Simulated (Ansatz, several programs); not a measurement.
ZnSe (started from an entry of an open crystallographic database), relaxed with r2SCAN in Ansatz (plane waves, PAW): the symmetry is F-43m (No. 216, cubic); a = 5.665 Å in the conventional setting, 22.72 Å³ an atom. Zn is surrounded by 4 Se at 2.45 Å; Se is surrounded by 4 Zn at 2.45 Å. The cell was then scaled with its shape and fractional coordinates held. Calculated for a static, non-magnetic cell.

```tsv
V (Å³/atom)	E (meV/atom)
21.360	19.04
22.042	4.59
22.723	0.00
24.087	14.69
```

Problem. Pass a cubic E = c₀ + c₁u + c₂u² + c₃u³, with u = V − 22.553 Å³, through these points.

Solution. c₀ = 0.30, c₁ = -3.365, c₂ = 9.454, c₃ = -0.7472 (meV and Å³).

Problem. Where is the minimum, and what bulk modulus follows?

Solution. dE/du = 0 at u = +0.182, so V₀ = 22.73 Å³. B = V₀ d²E/dV² = 22.73 × (2c₂ + 6c₃u) = 22.73 × 18.092 = 411 meV/Å³, and 1 meV/Å³ is 0.16022 GPa: 66 GPa. A third-order Birch-Murnaghan fit to all five points gives 22.74 Å³ and 65 GPa.

Problem. Predict the energy and the pressure at the withheld volume, 23.405 Å³.

Solution. With u = +0.852: E ≈ 3.83 meV and P = −dE/dV ≈ -1.78 GPa. The run gives 3.78 meV and, from its stress, -1.77 GPa.
